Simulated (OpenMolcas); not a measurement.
# Mo³⁺ among point charges: CASSCF and CASPT2 levels and susceptibility

Aim: the splitting of the states of Mo³⁺ in the field of 4 point charges, its lowest levels with spin-orbit coupling and its magnetic susceptibility.

Method: state-averaged CASSCF and CASPT2, spin-orbit coupling by RASSI with atomic mean-field integrals. Code: OpenMolcas 26.06.

## (1) Starting point

```
Species                           : Mo³⁺ (molybdenum, Z = 42, 39 electrons)
Basis                             : ANO-RCC-VDZP [6s5p3d1f], 43 functions
Scalar Hamiltonian                : DKH2, point nucleus
Inactive shells                   : 1s 2s 2p 3s 3p 3d 4s 4p
Active space                      : 3 electrons in 5 orbitals (4d)
Some configurations of this space : 4d3
Orbitals                          : optimised for each spin and parity, averaged over all roots
```

Outer shells as boxes (Hund's rule):

4d3
```
4d [↑ ][↑ ][↑ ][  ][  ]
```

The ion sits among 4 point charges of -1 e arranged as a square (D4h), 2.16 Å from the ion.

Each step is its own input file, run in one work folder so that later steps find the files of earlier ones. Only the result sections of each output are shown. Labels, J, g values, rates, χT and fits are worked out afterwards by a script from the matrices that RASSI stores. The input lists half of the charges; inversion (Group=XYZ) makes the rest.

## (2) GATEWAY and SEWARD: basis and integrals

a.inp

```
&GATEWAY
Coord
1

Mo 0.0 0.0 0.0
Basis=ANO-RCC-VDZP
Group=XYZ
NoMove
AngMom=0.0 0.0 0.0
AMFI
XField
2 Angstrom 0
2.160000 0.000000 0.000000 -1.000000
0.000000 2.160000 0.000000 -1.000000
&SEWARD
```

## (3) CASSCF: quartets of even parity, 10 roots

a.inp

```
&RASSCF
FileOrb=start.orb
Symmetry=1
Spin=4
nActEl=3 0 0
Inactive=9 9
Ras2=5 0
CIRoot=10 10 1
SDav=10
CIMx=300
Iter=120 100
PrWF=0.3
OrbListing=Nothing
MaxOrb=0
>>> COPY $Project.JobIph JOB001
```

start.orb holds the contracted functions of the basis, ordered by shell, or the orbitals of the step before.

## (4) Reference wave functions, doublets of even parity, 40 roots

a.inp

```
&RASSCF
FileOrb=start.orb
Symmetry=1
Spin=2
nActEl=3 0 0
Inactive=9 9
Ras2=5 0
CIRoot=40 40 1
SDav=40
CIMx=300
Iter=120 100
PrWF=0.3
OrbListing=Nothing
MaxOrb=0
>>> COPY $Project.JobIph JOB002
```

## (5) State interaction with spin-orbit coupling

a.inp

```
&RASSI
NrOfJobIphs=2 10 40
1 2 3 4 5 6 7 8 9 10
1 2 3 4 5 6 7 8 9 10 11 12 13 14 15 16 17 18 19 20 21 22 23 24 25 26 27
28 29 30 31 32 33 34 35 36 37 38 39 40
IphNames
JOB001
JOB002
EJob
SpinOrbit
DIPRint=1.0
SOCoupling=1000.0
Subsets=2
Property=9
'ANGMOM' 1 'ANGMOM' 2 'ANGMOM' 3 'MLTPL  1' 1 'MLTPL  1' 2 'MLTPL  1' 3
'AMFI' 1 'AMFI' 2 'AMFI' 3
SOProperty=3
'ANGMOM' 1 'ANGMOM' 2 'ANGMOM' 3
```

## (6) CASPT2: IPEA 0.25, imaginary shift 0.1 (closed shells correlated: 4s 4p)

a.inp

```
>>> COPY JOB001 $Project.JobIph
&CASPT2
Multistate=10 1 2 3 4 5 6 7 8 9 10
NoMult
Frozen=8 6
IPEA=0.25
Imaginary=0.1
MaxIter=60
WThr=0.0 0.3 0.05
PrWF=0.5
NoMix
>>> COPY JOB002 $Project.JobIph
&CASPT2
Multistate=40 1 2 3 4 5 6 7 8 9 10 11 12 13 14 15 16 17 18 19 20 21 22
23 24 25 26 27 28 29 30 31 32 33 34 35 36 37 38 39 40
NoMult
Frozen=8 6
IPEA=0.25
Imaginary=0.1
MaxIter=60
WThr=0.0 0.3 0.05
PrWF=0.5
NoMix
```

(Steps that only read results are left out.)

Q: Predict the outcome of this session. Wanted: spin-free ground state; first state of the same spin within the active space; lowest level; next level.

**Answer**, as computed:

| quantity | value |
| --- | --- |
| method | SS-CASPT2, IPEA 0.25, imaginary shift 0.1 (closed shells correlated: 4s 4p) |
| spin-free ground state | 4A2, 1-fold in its orbital part |
| first state of the same spin within the active space | 4E at 734 cm⁻¹ |
| lowest level | 2-fold E3/2, g = 0.24, 1.07, 1.07 |
| next level | 149.2 cm⁻¹ |
| χT at 300 K | 0.69 cm³ K/mol |
| effective moment at 300 K | 2.35 μB |

Cost by method:

```tsv
method	time of its own steps	time with the reference
A. CASSCF	10 s	10 s
B. SS-CASPT2, IPEA 0.25, imaginary shift 0.1, +4s 4p	3.3 s	13 s
```

Times are of one thread on a shared host.

**Reading.** The spin-free ground state (4A2) comes to 54 % from free-ion F terms and keeps the highest spin of the shell. χT at 300 K is 0.69, against 1.88 cm³ K/mol for the spin alone, so orbital moment, zero-field splitting or mixing of spin states lowers it. Point charges leave out covalency, so the field and the spin state can differ from those of real complexes. This is an electrostatic model: the charges have no orbitals.
